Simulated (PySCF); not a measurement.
# BeO: from the state search to spectroscopic constants

An exercise on one series of results from a longer session: the logs are not shown, and one member is left open.

Method: Be x2c-TZVPPall, O x2c-TZVPPall, spin-free X2C with a Gaussian nucleus; program: PySCF 2.14.0.

The first run:

The job is set up so:

* atoms: Be, O
* charge: 0
* basis: Be x2c-TZVPPall, O x2c-TZVPPall
* Hamiltonian: spin-free X2C with a Gaussian nucleus
* basis functions: 50
* electrons treated: 12
* masses in u: 9.0122, 15.9949
* levels: PBE0, PBE, r²SCAN, revPBE, PBEsol, M06, M06-2X, ωB97M-V, HF, MP2, SCS-MP2, CCSD, CCSD(T)
* grid: 80 radial by 434 angular points
* occupations: held fixed by the projection of orbital angular momentum
* dissociation limit: Be + O, each in its ground configuration
* starting distance in angstrom: 1.560
* values of 2S to try: 0, 2

Run with:

```bash
$ OMP_NUM_THREADS=1 python dia.py task.json out
```

Steps of the session up to this table: Input; The PBE0 curve of the state that the search chose; Other states along the same grid; PBE (GGA); r²SCAN; revPBE (GGA); PBEsol; M06 (hybrid meta-GGA); M06-2X (hybrid meta-GGA); ωB97M-V; RHF (mean field); Correlated methods on the Hartree–Fock reference.

One table of the session follows, with a row left open; its other results are not shown here.

Energy (eV) from each level's lowest point:

| R (Å) | RHF | RHF-MP2 | RHF-SCS-MP2 | RHF-CCSD | RHF-CCSD(T) |
| --- | --- | --- | --- | --- | --- |
| 1.141 | 1.008 | 1.493 | 1.459 | n/a | n/a |
| 1.194 | 0.388 | 0.746 | 0.717 | 0.607 | 0.691 |
| 1.247 | 0.078 | 0.295 | 0.274 | 0.202 | 0.255 |
| 1.287 | 0.000 | 0.106 | 0.090 | 0.050 | 0.078 |
| 1.327 | 0.026 | 0.014 | 0.006 | 0.000 | 0.000 |
| 1.367 | ? | ? | ? | ? | ? |
| 1.420 | 0.377 | 0.072 | 0.084 | 0.170 | 0.093 |
| 1.486 | 0.789 | 0.265 | 0.291 | 0.454 | 0.313 |
| 1.566 | 1.373 | 0.599 | 0.639 | 0.892 | 0.674 |
| 1.672 | 2.163 | 1.246 | 1.268 | n/a | n/a |

Q: Estimate the row for R (Å) = 1.367 from the others.

Worked estimate for «RHF». A straight line through the neighbours (1.327, 0.026) and (1.420, 0.377) gives 0.026 + (0.377 − 0.026) × (1.367 − 1.327) / (1.420 − 1.327) = 0.177; a parabola fitted to 4 rows on both sides gives 0.142.

The run gave: RHF: 0.134; RHF-MP2: 0.000; RHF-SCS-MP2: 0.000; RHF-CCSD: 0.031; RHF-CCSD(T): 0.000. In «RHF» the line misses by +0.043 and the parabola by +0.008.
